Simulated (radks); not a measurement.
# Valence configurations of Cl⁺

One table from this session's results is given with a row withheld; the runs are named, their logs left out.

The numbers are computed with radks (a radial shooting solver on a logarithmic mesh, Libxc functionals) version 1 (Dirac Kohn-Sham, PBEsol, spin-unpolarised, spherical densities, point nucleus; open shells fill j = l - 1/2 first), except any that are marked as measured or tabulated.

## Starting point

```
element       : chlorine (Z = 17)
charge        : +1
electrons     : 16
configuration : [Ne] 3s2 3p4
others tried  : 3s1 3p5; 3p6; 3s1.5 3p4.5; 3s0.5 3p5.5
```

Set-up of the first run:

Settings of this run:

```text
Z 17
configuration [Ne] 3s2 3p4
relativity Dirac
functional pbe_sol,pbe_sol
spin unpolarised
j_filling energy
nucleus point
c 137.035999084
```

The run is started by

```sh
$ python run_ks.py task.json out
```

All runs below come from this command, one after another.

Among the steps run: [Ne] 3s2 3p4.

One table of the session follows, with a row left open; its other results are not shown here.

It belongs to the step «[Ne] 3s2 3p4». From the orbitals of this run (lengths in bohr):

```
level      <r>  outermost maximum (interpolated)  90 % within  nodes
1s1/2  0.09106                            0.0595        0.163      0
2s1/2   0.4445                             0.362        0.695      1
2p1/2   0.4054                             0.300        0.674      0
2p3/2   0.4078                             0.302        0.677      0
3s1/2    1.491                              1.27         2.25      2
3p1/2        ?                                 ?            ?      ?
3p3/2    1.708                              1.39         2.65      1
```

Estimate the missing values for 3p1/2.

As computed: <r>: 1.701; outermost maximum (interpolated): 1.39; 90 % within: 2.64; nodes: 1. In the column «<r>» it lies between 3s1/2 (1.491) and 3p3/2 (1.708).
